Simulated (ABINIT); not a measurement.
**Hf2Pd2Se2Br2O3 in ABINIT: convergence with k mesh**

Input of the first run (k mesh 1 × 1 × 1); the others differ in this setting and in those tied to it:

The input run.abi:

```
# Pseudopotentials
pp_dirpath "./"
pseudos "Hf.GGA_PBE-ansatz_soft_1.xml, Pd.GGA_PBE-ansatz_soft_1.xml, Se.GGA_PBE-ansatz_soft_1.xml, Br.GGA_PBE-ansatz_soft_1.xml, O.GGA_PBE-ansatz_soft_1.xml"

# Structure
acell 3.72613 3.726124696 17.00867 Angstrom
rprim
     1.0000000000     0.0000000000     0.0000000000
    -0.4999993699     0.8660257676     0.0000000000
     0.0000000000     0.0000000000     1.0000000000
ntypat 5
znucl 72 46 34 35 8
natom 11
typat 1 1 2 2 3 3 4 4 5 5 5
xred
     0.6666700000     0.3333300000     0.9338500000
     0.3333300000     0.6666700000     0.0661500000
     0.0000000000     0.0000000000     0.3029800000
     0.0000000000     0.0000000000     0.6970200000
     0.3333300000     0.6666700000     0.2264900000
     0.6666700000     0.3333300000     0.7735100000
     0.6666700000     0.3333300000     0.3986200000
     0.3333300000     0.6666700000     0.6013800000
     0.3333300000     0.6666700000     0.9268900000
     0.6666700000     0.3333300000     0.0731100000
     0.0000000000     0.0000000000     0.0000000000

# Plane-wave basis
ecut 16.0
pawecutdg 32.0
pawxcdev 0
pawovlp 30

# k points
kptopt 1
ngkpt 1 1 1
nshiftk 1
shiftk 0.0 0.0 0.0

# Exchange and correlation
ixc 11

# Bands and occupations
nband 92
occopt 3
tsmear 0.05 eV

# SCF cycle
nstep 100
tolvrs 1.0e-9

# Output
iomode 3
prtwf 0
prtden 0
prteig 0
prtebands 0
enunit 1
```

Potentials or basis: Ansatz PAW PBE generated set soft_1, frozen core.

Run with:

```bash
$ abinit run.abi > log 2>&1
```

The cell was built by a generator and needn't be a form met in nature.

Hardware: Arm Neoverse V1 (shared host).

**Question.** The values tried are 1 × 1 × 1, 2 × 2 × 1, 3 × 3 × 1, 4 × 4 × 1, 5 × 5 × 1, 6 × 6 × 1, 8 × 8 × 1, 9 × 9 × 2, loosest first. From which on does the energy stay within 1 meV/atom of the tightest run that finished?

**Answer.** From 8 × 8 × 1 on.

| k mesh | energy less the tightest run, at zero smearing (meV/atom) | pressure (GPa) | largest force (eV/Å) | SCF cycles | CPU time (s) |
| --- | --- | --- | --- | --- | --- |
| 1 × 1 × 1 | 836.06 | 5.09 | 2.466 | 22 | 190 |
| 2 × 2 × 1 | 95.33 | 1.85 | 0.424 | 22 | 360 |
| 3 × 3 × 1 | -15.81 | 0.20 | 0.348 | 22 | 710 |
| 4 × 4 × 1 | -17.85 | -0.34 | 0.151 | 22 | 860 |
| 5 × 5 × 1 | -0.58 | -0.08 | 0.132 | 22 | 1200 |
| 6 × 6 × 1 | 1.66 | -0.04 | 0.056 | 23 | 1500 |
| 8 × 8 × 1 | -0.36 | -0.05 | 0.025 | 22 | 1900 |
| 9 × 9 × 2 | 0.00 | -0.07 | 0.036 | 23 | 4000 |

Against the tightest run, the pressure stays within 0.1 GPa from 5 × 5 × 1 on. Not settled before the last step: the largest force (to 0.005 eV/Å). Meshes of other sizes hit other points, so gaps and Fermi surfaces needn't settle smoothly. The tightest run that finished is the yardstick and may itself not be fully converged.

Caveat, for the tightest run too: this functional lacks dispersion, which binds the layers, so the pressure and a relaxed spacing across them are unreliable; the atomic spheres overlap. The run has no spin-orbit coupling, so splittings on Hf are missing.
